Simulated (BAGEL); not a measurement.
**ROHF/6-31G(d) (density fitting with qzvpp-jkfit, spherical functions) run of BH2SeO2 (SMILES OB(O)[Se])**

Aim: the vertical doublet–quartet gap of BH2SeO2 at ROHF/6-31G* (density fitting with qzvpp-jkfit, spherical functions), from 2 runs. 

The calculation is run with BAGEL 1.2.2.

2 further runs of the same task are left out: 1 that didn't finish, 1 set aside as unsound or not needed. Runs told in other sessions of the task aren't counted.

## Step 1: The system as given

The species is BH2SeO2 (6 atoms), meant as a doublet with charge 0. SMILES: `OB(O)[Se]`. Geometry: relaxed at PBE0-D4/def2-TZVP. This is one conformer, not always the lowest.

Bond lengths: O1–B2 1.363 Å, B2–O3 1.354 Å, B2–Se4 1.966 Å, O1–H5 0.959 Å, O3–H6 0.963 Å. Angles: O1–B2–O3 120.0°, O1–B2–Se4 122.4°, O3–B2–Se4 117.6°, B2–O1–H5 115.3°, B2–O3–H6 112.3°.

## Step 2: The energy at ROHF/6-31G(d) (density fitting with qzvpp-jkfit, spherical functions)

File calc.json:

```json
{ "bagel" : [

{
  "title" : "molecule",
  "basis" : "6-31gs.json",
  "df_basis" : "qzvpp-jkfit",
  "angstrom" : true,
  "geometry" : [
    { "atom" : "O", "xyz" : [       0.461900,       0.903600,      -0.530600 ] },
    { "atom" : "B", "xyz" : [      -0.168400,      -0.172100,       0.019900 ] },
    { "atom" : "O", "xyz" : [       0.414800,      -0.851900,       1.034900 ] },
    { "atom" : "Se", "xyz" : [      -1.924400,      -0.797100,      -0.604500 ] },
    { "atom" : "H", "xyz" : [      -0.011000,       1.334800,      -1.244400 ] },
    { "atom" : "H", "xyz" : [       1.269300,      -0.481400,       1.278400 ] }
  ]
},

{
  "title" : "rohf",
  "nopen" : 1
},

{
  "title" : "print",
  "file" : "orbitals.molden",
  "orbitals" : true
}

]}
```

The basis set 6-31G* is read from a file made from the Basis Set Exchange's data (not shown).

The run is started by

```console
$ BAGEL_NUM_THREADS=1 BAGEL calc.json > calc.out
```

The program printed:

```text
* using 1 threads per process

  ===============================================================
  ===============================================================

  *** Geometry ***

  { "atom" : "O", "xyz" : [      0.872864,      1.707557,     -1.002689 ] },
  { "atom" : "B", "xyz" : [     -0.318230,     -0.325222,      0.037606 ] },
  { "atom" : "O", "xyz" : [      0.783858,     -1.609858,      1.955678 ] },
  { "atom" : "Se", "xyz" : [     -3.636589,     -1.506301,     -1.142339 ] },
  { "atom" : "H", "xyz" : [     -0.020787,      2.522406,     -2.351575 ] },
  { "atom" : "H", "xyz" : [      2.398629,     -0.909714,      2.415826 ] },

  Number of auxiliary basis functions:      531

  Since a DF basis is specified, we compute 2- and 3-index integrals:
    o Being stored without compression. Storage requirement is 0.026 GB

  Number of basis functions:       78
  Number of electrons      :       57

    * METHOD: MOLECULE                             0.33

  *** Open-shell HF ***

  === Nuclear Repulsion ===
   216.5353062564

      * DIIS with orbital gradients will be used.

  === ROHF iteration (6-31gs.json) ===
      0      -2575.00302965          0.04383891           0.22
      1      -2575.15540626          0.02619973           0.21
      2      -2575.19930577          0.01559753           0.21
      3      -2575.22347457          0.00085941           0.21
      4      -2575.22362361          0.00026976           0.21
      5      -2575.22363375          0.00005247           0.21
      6      -2575.22363526          0.00002054           0.21
      7      -2575.22363559          0.00001119           0.21
      8      -2575.22363572          0.00000643           0.21
      9      -2575.22363579          0.00000351           0.21
     10      -2575.22363581          0.00000186           0.21
     11      -2575.22363582          0.00000082           0.21
     12      -2575.22363582          0.00000035           0.21
     13      -2575.22363582          0.00000016           0.21
     14      -2575.22363582          0.00000007           0.21
     15      -2575.22363582          0.00000003           0.21
     16      -2575.22363582          0.00000002           0.21
     17      -2575.22363582          0.00000001           0.21
    * SCF iteration converged.

    * S^2 (ROHF) is 0.7500

    * Permanent dipole moment:
           (   -0.483657,    -0.643504,     0.257074) a.u.

    * METHOD: ROHF                                 4.05

    * METHOD: PRINT                                0.01

  ===============================================================
```

It took 4.8 s on 1 thread of Arm Neoverse V1, shared host; peak memory 0.13 GiB.

## Step 3: The quartet, same level

File input.json:

```json
{ "bagel": [

{
  "title": "molecule",
  "basis": "6-31gs.json",
  "df_basis": "qzvpp-jkfit",
  "angstrom": "true",
  "geometry": [
    { "atom": "O", "xyz": [       0.461900,       0.903600,      -0.530600 ] },
    { "atom": "B", "xyz": [      -0.168400,      -0.172100,       0.019900 ] },
    { "atom": "O", "xyz": [       0.414800,      -0.851900,       1.034900 ] },
    { "atom": "Se", "xyz": [      -1.924400,      -0.797100,      -0.604500 ] },
    { "atom": "H", "xyz": [      -0.011000,       1.334800,      -1.244400 ] },
    { "atom": "H", "xyz": [       1.269300,      -0.481400,       1.278400 ] }
  ]
},

{
  "title": "rohf",
  "charge": 0,
  "nopen": 3
},

{
  "title": "print",
  "file": "orbitals.molden",
  "orbitals": "true"
}

]}
```

The basis set 6-31G* is read from a file made from the Basis Set Exchange's data (not shown).

The run is started by

```console
$ BAGEL_NUM_THREADS=1 BAGEL input.json > input.out
```

The program printed:

```text
* using 1 threads per process

  ===============================================================
  ===============================================================

  *** Geometry ***

  { "atom" : "O", "xyz" : [      0.872864,      1.707557,     -1.002689 ] },
  { "atom" : "B", "xyz" : [     -0.318230,     -0.325222,      0.037606 ] },
  { "atom" : "O", "xyz" : [      0.783858,     -1.609858,      1.955678 ] },
  { "atom" : "Se", "xyz" : [     -3.636589,     -1.506301,     -1.142339 ] },
  { "atom" : "H", "xyz" : [     -0.020787,      2.522406,     -2.351575 ] },
  { "atom" : "H", "xyz" : [      2.398629,     -0.909714,      2.415826 ] },

  Number of auxiliary basis functions:      531

  Since a DF basis is specified, we compute 2- and 3-index integrals:
    o Being stored without compression. Storage requirement is 0.026 GB

  Number of basis functions:       78
  Number of electrons      :       57

    * METHOD: MOLECULE                             0.32

  *** Open-shell HF ***

  === Nuclear Repulsion ===
   216.5353062564

      * DIIS with orbital gradients will be used.

  === ROHF iteration (6-31gs.json) ===
      0      -2574.64925621          0.04629276           0.21
      1      -2574.83312516          0.03388379           0.20
      2      -2574.91474899          0.02102314           0.20
      3      -2574.96703504          0.00204942           0.20
      4      -2574.97417332          0.00102223           0.20
      5      -2574.97712164          0.00051553           0.20
      6      -2574.97872429          0.00028314           0.20
      7      -2574.97905813          0.00015438           0.20
      8      -2574.97918864          0.00008633           0.20
      9      -2574.97921639          0.00002331           0.20
     10      -2574.97922005          0.00000917           0.20
     11      -2574.97922126          0.00000406           0.20
     12      -2574.97922120          0.00000194           0.20
     13      -2574.97922117          0.00000095           0.20
     14      -2574.97922119          0.00000044           0.20
     15      -2574.97922121          0.00000020           0.20
     16      -2574.97922122          0.00000016           0.20
     17      -2574.97922122          0.00000015           0.20
     18      -2574.97922122          0.00000014           0.20
     19      -2574.97922122          0.00000013           0.20
     20      -2574.97922122          0.00000011           0.20
     21      -2574.97922122          0.00000008           0.20
     22      -2574.97922122          0.00000005           0.20
     23      -2574.97922122          0.00000002           0.20
     24      -2574.97922122          0.00000001           0.20
     25      -2574.97922122          0.00000001           0.20
    * SCF iteration converged.

    * S^2 (ROHF) is 3.7500

    * Permanent dipole moment:
           (   -0.511805,    -0.629497,     0.224866) a.u.

    * METHOD: ROHF                                 5.48

    * METHOD: PRINT                                0.01

  ===============================================================
```

Wall time 6 s (1 thread of Arm Neoverse V1, shared host); peak memory 0.13 GiB.

## Step 4: Results

At ROHF/6-31G* (density fitting with qzvpp-jkfit, spherical functions):

```
                                        quantity           value
                           doublet: total energy  -2575.22364 Eh
                          doublet: dipole moment          2.15 D
                                   doublet: ⟨S²⟩           0.750
                           quartet: total energy  -2574.97922 Eh
                          quartet: dipole moment          2.14 D
                                   quartet: ⟨S²⟩           3.750
vertical energy of the quartet above the doublet        6.651 eV
```

At this shape the quartet lies 6.65 eV (153 kcal/mol) above the doublet.
